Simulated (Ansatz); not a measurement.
# KCl (Sylvite): a point defect seen from the nuclei (Be on a K site), part 2 of 2

Aim: the field gradients at and around a point defect: Be on a K site in KCl (Sylvite), cell charge +1. The cell is a supercell built from a COD entry. Planned: a single point, then a relaxation.

Ansatz 0.2.0; DFT, PBE, plane-wave PAW, default files, scalar-relativistic.

## 3. Ions relaxed

Contents of input.yaml:

```yaml
crystal:
  lattice:
    - [0.0, 9.43941, 9.43941]
    - [9.43941, 0.0, 9.43941]
    - [9.43941, 9.43941, 0.0]
  atoms:
    - { symbol: Be, position: [0.0, 0.0, 0.0] }
    - { symbol: K, position: [0.0, 0.0, 0.3333333333] }
    - { symbol: K, position: [0.0, 0.0, 0.6666666667] }
    - { symbol: K, position: [0.0, 0.3333333333, 0.0] }
    - { symbol: K, position: [0.0, 0.3333333333, 0.3333333333] }
    - { symbol: K, position: [0.0, 0.3333333333, 0.6666666667] }
    - { symbol: K, position: [0.0, 0.6666666667, 0.0] }
    - { symbol: K, position: [0.0, 0.6666666667, 0.3333333333] }
    - { symbol: K, position: [0.0, 0.6666666667, 0.6666666667] }
    - { symbol: K, position: [0.3333333333, 0.0, 0.0] }
    - { symbol: K, position: [0.3333333333, 0.0, 0.3333333333] }
    - { symbol: K, position: [0.3333333333, 0.0, 0.6666666667] }
    - { symbol: K, position: [0.3333333333, 0.3333333333, 0.0] }
    - { symbol: K, position: [0.3333333333, 0.3333333333, 0.3333333333] }
    - { symbol: K, position: [0.3333333333, 0.3333333333, 0.6666666667] }
    - { symbol: K, position: [0.3333333333, 0.6666666667, 0.0] }
    - { symbol: K, position: [0.3333333333, 0.6666666667, 0.3333333333] }
    - { symbol: K, position: [0.3333333333, 0.6666666667, 0.6666666667] }
    - { symbol: K, position: [0.6666666667, 0.0, 0.0] }
    - { symbol: K, position: [0.6666666667, 0.0, 0.3333333333] }
    - { symbol: K, position: [0.6666666667, 0.0, 0.6666666667] }
    - { symbol: K, position: [0.6666666667, 0.3333333333, 0.0] }
    - { symbol: K, position: [0.6666666667, 0.3333333333, 0.3333333333] }
    - { symbol: K, position: [0.6666666667, 0.3333333333, 0.6666666667] }
    - { symbol: K, position: [0.6666666667, 0.6666666667, 0.0] }
    - { symbol: K, position: [0.6666666667, 0.6666666667, 0.3333333333] }
    - { symbol: K, position: [0.6666666667, 0.6666666667, 0.6666666667] }
    - { symbol: Cl, position: [0.1666666667, 0.1666666667, 0.1666666667] }
    - { symbol: Cl, position: [0.1666666667, 0.1666666667, 0.5] }
    - { symbol: Cl, position: [0.1666666667, 0.1666666667, 0.8333333333] }
    - { symbol: Cl, position: [0.1666666667, 0.5, 0.1666666667] }
    - { symbol: Cl, position: [0.1666666667, 0.5, 0.5] }
    - { symbol: Cl, position: [0.1666666667, 0.5, 0.8333333333] }
    - { symbol: Cl, position: [0.1666666667, 0.8333333333, 0.1666666667] }
    - { symbol: Cl, position: [0.1666666667, 0.8333333333, 0.5] }
    - { symbol: Cl, position: [0.1666666667, 0.8333333333, 0.8333333333] }
    - { symbol: Cl, position: [0.5, 0.1666666667, 0.1666666667] }
    - { symbol: Cl, position: [0.5, 0.1666666667, 0.5] }
    - { symbol: Cl, position: [0.5, 0.1666666667, 0.8333333333] }
    - { symbol: Cl, position: [0.5, 0.5, 0.1666666667] }
    - { symbol: Cl, position: [0.5, 0.5, 0.5] }
    - { symbol: Cl, position: [0.5, 0.5, 0.8333333333] }
    - { symbol: Cl, position: [0.5, 0.8333333333, 0.1666666667] }
    - { symbol: Cl, position: [0.5, 0.8333333333, 0.5] }
    - { symbol: Cl, position: [0.5, 0.8333333333, 0.8333333333] }
    - { symbol: Cl, position: [0.8333333333, 0.1666666667, 0.1666666667] }
    - { symbol: Cl, position: [0.8333333333, 0.1666666667, 0.5] }
    - { symbol: Cl, position: [0.8333333333, 0.1666666667, 0.8333333333] }
    - { symbol: Cl, position: [0.8333333333, 0.5, 0.1666666667] }
    - { symbol: Cl, position: [0.8333333333, 0.5, 0.5] }
    - { symbol: Cl, position: [0.8333333333, 0.5, 0.8333333333] }
    - { symbol: Cl, position: [0.8333333333, 0.8333333333, 0.1666666667] }
    - { symbol: Cl, position: [0.8333333333, 0.8333333333, 0.5] }
    - { symbol: Cl, position: [0.8333333333, 0.8333333333, 0.8333333333] }
total_charge: 1
kpoints:
  mp_grid: { grid: [2, 2, 2] }
scf:
  occupations: { method: fermi_dirac, width: 0.01 }
hamiltonian:
  xc: pbe
  pseudopotentials: { kind: paw }
output:
  forces: true
  stress: true
  populations: true
  efg:
    quadrupole_moments_barn: { Be: 0.05288, K: 0.0603, Cl: -0.08112 }
    contact_densities: true
  write_density: true
  write_potential: true
  elf: true
  volumetric_format: npy
relax:
  f_tol: 0.03
  max_steps: 40
```

Run with:

```sh
$ ansatz run input.yaml --threads 4 --pin off --max-ram 8192MiB --backend cpu --events-out ev --progress --plain --runs-dir out
```

The log of the run:

```text
[... 1 line left out ...]
Warning: RAYON_NUM_THREADS=4 ignored (pool sized by the plan → 4); use --threads N
Engine: ansatz 0.2.0, aarch64-unknown-linux-gnu
Pseudopotentials: kind: paw
Pseudopotential: Be, paw, valence charge 2, recommended cutoff 420 eV (normal), Be.paw.azcp
Pseudopotential: K, paw, valence charge 9, recommended cutoff 420 eV (normal), K.paw.azcp
Pseudopotential: Cl, paw, valence charge 7, recommended cutoff 420 eV (normal), Cl.paw.azcp
Functional definition: PBE
  parameter kappa = 0.804
  parameter beta = 0.06672455060314922
  exchange = pbe_x(kappa = kappa, mu = beta*pi^2/3)
  correlation = pbe_c(beta = beta)
Crystal: 54 atoms, lattice volume = 1682.149 Å³
Basis set: ecut = 420 eV, 32935 PW (Γ), exchange–correlation on 180×180×180 points (8 copies of the dense FFT grid, shifted against one another)
Bands: 266, of which v1, the nominal top of the filled ones, is band 212 counted from 1 (211 counted from 0)
Symmetry: 48 space group operations
Space group: Fm-3m (ITA 225), of the structure as read, at distance tolerance 1.2e-4 Å
k-points: 3 of 8
Non-local potential: Be, projectors of the file, l = 0: 2, l = 1: 2, l = 2: 1
Non-local potential: K, projectors of the file, l = 0: 3, l = 1: 2, l = 2: 2
Non-local potential: Cl, projectors of the file, l = 0: 2, l = 1: 2, l = 2: 2
PAW form: soft (Blöchl's): semilocal exchange-correlation on the pseudo side does not see the compensation charge
PAW one-centre angular grid: Be, 110 points (default); XC on 64 Gauss nodes
PAW one-centre angular grid: K, 110 points (default); XC on 64 Gauss nodes
PAW one-centre angular grid: Cl, 110 points (default); XC on 64 Gauss nodes
Initial density: superposition of atomic densities (neutral atoms scaled as one to the charged cell's electrons: chi_scale 0, normalization atom), corrected by the library's trained network
Initial wavefunctions: pseudopotential atomic-orbital guess
Functional: x = pbe(κ = 0.804, μ = 0.2195149727645171), c = pbe(β = 0.06672455060314922)
SCF iter   1: F=—  HF=-69325.316222 eV  |F-HF|=—  |Δ(HF+E_count)|=         —  Δρ=5.26e-3  dr2=2.99e0  ethr=1.77e-3  ⟨swp⟩=6.7  Hψ=3548  notcnv=0  defer=81
preconditioner: auto → Resta (q_TF=auto, 2.168 Å⁻¹)  ε∞=2.6  [insulator: Δε(μ)=2.735 eV  Ē_g=13.994 eV  σ=0.010 eV  W_gap=1.00  n_scr=282 (ndim 8)  ℏωp=17.5 eV  f_vac=0.076  D(μ)=0.00/eV (n_scr^D=0)  ε∞_Penn≈2.6]
SCF iter   2: F=—  HF=-69324.490621 eV  |F-HF|=—  |Δ(HF+E_count)|=   8.26e-1  Δρ=2.56e-3  dr2=4.49e-1  ethr=7.05e-4  ⟨swp⟩=3.0  Hψ=1187  notcnv=0  defer=140
SCF iter   3: F=—  HF=-69324.314960 eV  |F-HF|=—  |Δ(HF+E_count)|=   1.76e-1  Δρ=1.12e-3  dr2=5.47e-2  ethr=1.06e-4  ⟨swp⟩=3.0  Hψ=1502  notcnv=0  defer=149
SCF iter   4: F=—  HF=-69324.296915 eV  |F-HF|=—  |Δ(HF+E_count)|=   1.80e-2  Δρ=3.45e-4  dr2=5.60e-3  ethr=1.29e-5  ⟨swp⟩=3.0  Hψ=1233  notcnv=0  defer=149
SCF iter   5: F=—  HF=-69324.293658 eV  |F-HF|=—  |Δ(HF+E_count)|=   3.26e-3  Δρ=1.30e-4  dr2=4.56e-4  ethr=1.32e-6  ⟨swp⟩=2.0  Hψ=1174  notcnv=0  defer=149
SCF iter   6: F=-69324.293745 eV  HF=-69324.293723 eV  |F-HF|=2.20e-5  |Δ(HF+E_count)|=   6.48e-5  Δρ=3.28e-5  dr2=2.15e-5  ethr=5.31e-9  ⟨swp⟩=8.0  Hψ=5584  notcnv=0
SCF 1 converged in 6 iterations: F = -69324.293745 eV  dr2 = 2.15e-5
relax step   1: F+E_penalty+E_count = -69324.29374493 eV  Δ(F+E_penalty+E_count) = +0.000e0 eV  max|allowed force component| = 1.167e0 eV/Å  Δτ_max = 0.0000 Å  (6 SCF iters, dr2 threshold 2.25e-5 eV, accepted)
[... 10 lines left out ...]
relax step   2: F+E_penalty+E_count = -69325.61941282 eV  Δ(F+E_penalty+E_count) = -1.326e0 eV  max|allowed force component| = 1.051e0 eV/Å  Δτ_max = 0.1949 Å  (5 SCF iters, dr2 threshold 8.51e-5 eV, accepted)
[... 23 lines left out ...]
relax step   5: F+E_penalty+E_count = -69327.92323731 eV  Δ(F+E_penalty+E_count) = -2.880e-1 eV  max|allowed force component| = 1.922e-1 eV/Å  Δτ_max = 0.1958 Å  (5 SCF iters, dr2 threshold 1.00e-4 eV, accepted)
[... 16 lines left out ...]
[... 84 lines left out ...]
  atom  30  Cl V_zz =    +8.601403   η = 0.0000   by run symmetry: allowed   C_q = -16.8714 MHz
            electrostatic potential = -1772.676007 V   contact ρ = 24094.103310 e/Å³
  atom  31  Cl V_zz =    -0.061470   η = 0.0000   by run symmetry: allowed   C_q = +0.1206 MHz
            electrostatic potential = -1772.878564 V   contact ρ = 24093.226319 e/Å³
  atom  32  Cl V_zz =    +0.876558   η = 0.2177   by run symmetry: allowed   C_q = -1.7193 MHz
            electrostatic potential = -1772.794583 V   contact ρ = 24093.293204 e/Å³
  atom  33  Cl V_zz =    +0.876558   η = 0.2177   by run symmetry: allowed   C_q = -1.7193 MHz
            electrostatic potential = -1772.794583 V   contact ρ = 24093.293204 e/Å³
  atom  34  Cl V_zz =    +8.601403   η = 0.0000   by run symmetry: allowed   C_q = -16.8714 MHz
            electrostatic potential = -1772.676007 V   contact ρ = 24094.103310 e/Å³
  atom  35  Cl V_zz =    +0.876558   η = 0.2177   by run symmetry: allowed   C_q = -1.7193 MHz
            electrostatic potential = -1772.794583 V   contact ρ = 24093.293204 e/Å³
  atom  36  Cl V_zz =    +8.601403   η = 0.0000   by run symmetry: allowed   C_q = -16.8714 MHz
            electrostatic potential = -1772.676007 V   contact ρ = 24094.103310 e/Å³
  atom  37  Cl V_zz =    -0.061470   η = 0.0000   by run symmetry: allowed   C_q = +0.1206 MHz
            electrostatic potential = -1772.878564 V   contact ρ = 24093.226319 e/Å³
  atom  38  Cl V_zz =    +0.876558   η = 0.2177   by run symmetry: allowed   C_q = -1.7193 MHz
            electrostatic potential = -1772.794583 V   contact ρ = 24093.293204 e/Å³
  atom  39  Cl V_zz =    +0.876558   η = 0.2177   by run symmetry: allowed   C_q = -1.7193 MHz
            electrostatic potential = -1772.794583 V   contact ρ = 24093.293204 e/Å³
  atom  40  Cl V_zz =    +0.876558   η = 0.2177   by run symmetry: allowed   C_q = -1.7193 MHz
            electrostatic potential = -1772.794583 V   contact ρ = 24093.293204 e/Å³
  atom  41  Cl V_zz =    +0.000000   η = 0.0000   by run symmetry: forbidden   C_q = -0.0000 MHz
            electrostatic potential = -1772.673338 V   contact ρ = 24093.170547 e/Å³
  atom  42  Cl V_zz =    +0.876558   η = 0.2177   by run symmetry: allowed   C_q = -1.7193 MHz
            electrostatic potential = -1772.794583 V   contact ρ = 24093.293204 e/Å³
  atom  43  Cl V_zz =    +0.876558   η = 0.2177   by run symmetry: allowed   C_q = -1.7193 MHz
            electrostatic potential = -1772.794583 V   contact ρ = 24093.293204 e/Å³
  atom  44  Cl V_zz =    +0.876558   η = 0.2177   by run symmetry: allowed   C_q = -1.7193 MHz
            electrostatic potential = -1772.794583 V   contact ρ = 24093.293204 e/Å³
  atom  45  Cl V_zz =    -0.061470   η = 0.0000   by run symmetry: allowed   C_q = +0.1206 MHz
            electrostatic potential = -1772.878564 V   contact ρ = 24093.226319 e/Å³
  atom  46  Cl V_zz =    +8.601403   η = 0.0000   by run symmetry: allowed   C_q = -16.8714 MHz
            electrostatic potential = -1772.676007 V   contact ρ = 24094.103310 e/Å³
  atom  47  Cl V_zz =    +0.876558   η = 0.2177   by run symmetry: allowed   C_q = -1.7193 MHz
            electrostatic potential = -1772.794583 V   contact ρ = 24093.293204 e/Å³
  atom  48  Cl V_zz =    +8.601403   η = 0.0000   by run symmetry: allowed   C_q = -16.8714 MHz
            electrostatic potential = -1772.676007 V   contact ρ = 24094.103310 e/Å³
  atom  49  Cl V_zz =    +0.876558   η = 0.2177   by run symmetry: allowed   C_q = -1.7193 MHz
            electrostatic potential = -1772.794583 V   contact ρ = 24093.293204 e/Å³
  atom  50  Cl V_zz =    +0.876558   η = 0.2177   by run symmetry: allowed   C_q = -1.7193 MHz
            electrostatic potential = -1772.794583 V   contact ρ = 24093.293204 e/Å³
  atom  51  Cl V_zz =    -0.061470   η = 0.0000   by run symmetry: allowed   C_q = +0.1206 MHz
            electrostatic potential = -1772.878564 V   contact ρ = 24093.226319 e/Å³
  atom  52  Cl V_zz =    +8.601403   η = 0.0000   by run symmetry: allowed   C_q = -16.8714 MHz
            electrostatic potential = -1772.676007 V   contact ρ = 24094.103310 e/Å³
  atom  53  Cl V_zz =    -0.061470   η = 0.0000   by run symmetry: allowed   C_q = +0.1206 MHz
            electrostatic potential = -1772.878564 V   contact ρ = 24093.226319 e/Å³
  atom  54  Cl V_zz =    -0.061470   η = 0.0000   by run symmetry: allowed   C_q = +0.1206 MHz
            electrostatic potential = -1772.878564 V   contact ρ = 24093.226319 e/Å³
--- Band table (eV) ---
[... 3 lines left out ...]
--- Relaxed structure (7 steps of the walk, 7 accepted, 0 SCFs on fresh bases) ---
  F+E_penalty+E_count = -69327.94467549 eV   max|allowed force component| = 4.412e-3 eV/Å
  atoms:
[... 54 lines left out ...]
--- Löwdin populations: 54 sites ---
  site symbol       q [e]
[... 54 lines left out ...]
  spilling = 0.003862 (of n_electrons = 424.000000)
```

Run time: 3.4 min. Hardware: 4 threads of Arm Neoverse V1, shared host; peak memory 6.2 GiB.

Step by step:

```
step  energy change (eV)  largest force component (eV/Å)
   1              0.0000                           1.167
   2             -1.3257                           1.051
   3             -2.4689                           0.884
   4             -3.3415                           0.532
   5             -3.6295                           0.192
   6             -3.6479                           0.031
   7             -3.6509                           0.004
```

Atom 30 and its like (Cl) moved farthest, 0.747 Å; the mean move was 0.108 Å.

The run ends with gap on the mesh 4.65 eV, largest force 0.006 eV/Å, pressure 0.5 GPa.

Against step 2 (V_zz in 10²¹ V/m²):

```
site          atoms  V_zz, PBE  V_zz, PBE relaxed  η, PBE  η, PBE relaxed
  Be              1       0.00               0.00       –               –
Cl30  30, 34, 36, …      11.23               8.60    0.00            0.00
  K2     2, 3, 4, …      -0.35               1.29    0.23            0.24
Cl28  28, 29, 31, …       0.22             -0.061    0.00            0.00
 K15  15, 17, 18, …       0.65               1.58    0.00            0.00
Cl32  32, 33, 35, …       0.54               0.88    0.27            0.22
  K5    5, 9, 11, …     -0.010              0.044    0.00            0.00
Cl41             41       0.00               0.00       –               –
```

The printed gradients, by site:

```
site              atoms  distance from the defect (Å)  V_zz (10²¹ V/m²)     η     C_Q (MHz)
  Be                  1                          0.00              0.00     –       0 (⁹Be)
Cl30  30, 34, 36, 46, …                          2.40              8.60  0.00  -16.9 (³⁵Cl)
  K2      2, 3, 4, 6, …                          4.39              1.29  0.24    1.88 (³⁹K)
Cl28  28, 29, 31, 37, …                          5.43            -0.061  0.00  0.121 (³⁵Cl)
 K15  15, 17, 18, 23, …                          6.32              1.58  0.00    2.30 (³⁹K)
Cl32  32, 33, 35, 38, …                          7.04              0.88  0.22  -1.72 (³⁵Cl)
  K5    5, 9, 11, 13, …                          7.71             0.044  0.00   0.064 (³⁹K)
Cl41                 41                          9.44              0.00     –      0 (³⁵Cl)
```

Direction of the V_zz axis (Cartesian unit vector):

```
site  atom      x      y     z
  K2     2   0.71  -0.71  0.00
  K5     5  -0.58   0.58  0.58
 K15    15   0.00   0.00  1.00
Cl28    28   0.58   0.58  0.58
Cl30    30   0.00   0.00  1.00
Cl32    32   0.00  -0.71  0.71
```

The sizes of the gradients above 0.15 moved by 73 % in the median, over a factor of two at the site that moves most (small gradients counted from 0.15; K2, -0.35 to 1.29), with a change of sign at K2, Cl28.

## 4. Simulated spectra, from step 3

³⁹K (I = 3/2, Q = 60.30 mb) at 14.1 T, Larmor frequency 28.0 MHz. Second-order quadrupolar shifts of the central transition; chemical shifts are not computed, so all sites share one zero.

```
site  count  C_Q (MHz)     η  ν_Q (MHz)  δ_QIS (ppm)
  K2     12       1.88  0.24      0.942       -115.0
 K15      6       2.30  0.00       1.15       -168.3
  K5      8      0.064  0.00      0.032         -0.1
```

³⁹K central transition, static powder:

(kHz, intensity): (-16.9, 1), (-15.3, 13), (-13.7, 9), (-12.2, 16), (-10.6, 18), (-9.0, 22), (-7.4, 23), (-5.8, 17), (-4.2, 16), (-2.7, 15), (-1.1, 38), (0.5, 100), (2.1, 13), (3.7, 17), (5.3, 22), (6.9, 11), (8.4, 9), (10.0, 0)

## 5. Summary of results

What follows sums up all 2 parts.

| quantity | value |
| --- | --- |
| state (step 3) | gap on the mesh 4.65 eV, largest force 0.006 eV/Å, pressure 0.5 GPa |
| V_zz by site, step 3 (10²¹ V/m²) | Be 0.00, Cl30 8.60, K2 1.29, Cl28 -0.061, K15 1.58, Cl32 0.88, K5 0.044, Cl41 0.00 |
| largest C_Q in size, step 3 | 16.9 MHz, ³⁵Cl at Cl30 |
| step 3 (ions relaxed) against step 2 | 73 % in the median, over a factor of two at the site that moves most (small gradients counted from 0.15; K2, -0.35 to 1.29), with a change of sign at K2, Cl28 |

What this shows: Site Cl30 (1 Be at 2.40 Å; also 4 K at 3.18 Å) carries the largest gradient. The runs allow no spin. The relaxation kept the symmetry Fm-3m, so a distorted place of lower energy may have been missed. Relaxing moved atoms by up to 0.75 Å and single gradients by over a factor of two in size at the worst site (73 % in the median) (gradients over 0.15 counted), so at some sites the starting positions were a poor guide. At 14.1 T the ³⁹K line of the largest coupling listed spans about 10 kHz under magic-angle spinning and 25 kHz static, from the quadrupolar part alone (no shift anisotropy). The defect repeats with the cell of 54 atoms, so it feels its images: sites between two images don't show the values beside a lone defect, and zeros or small values of η there can come from the images' arrangement. The relaxation keeps the site symmetry m-3m of the start, so the impurity can't leave its site; a start off the site could end lower. A uniform background compensates the cell's charge.

These are semilocal Kohn-Sham gaps, which aren't the measured quantity. Such gaps usually fall short of the measured ones.
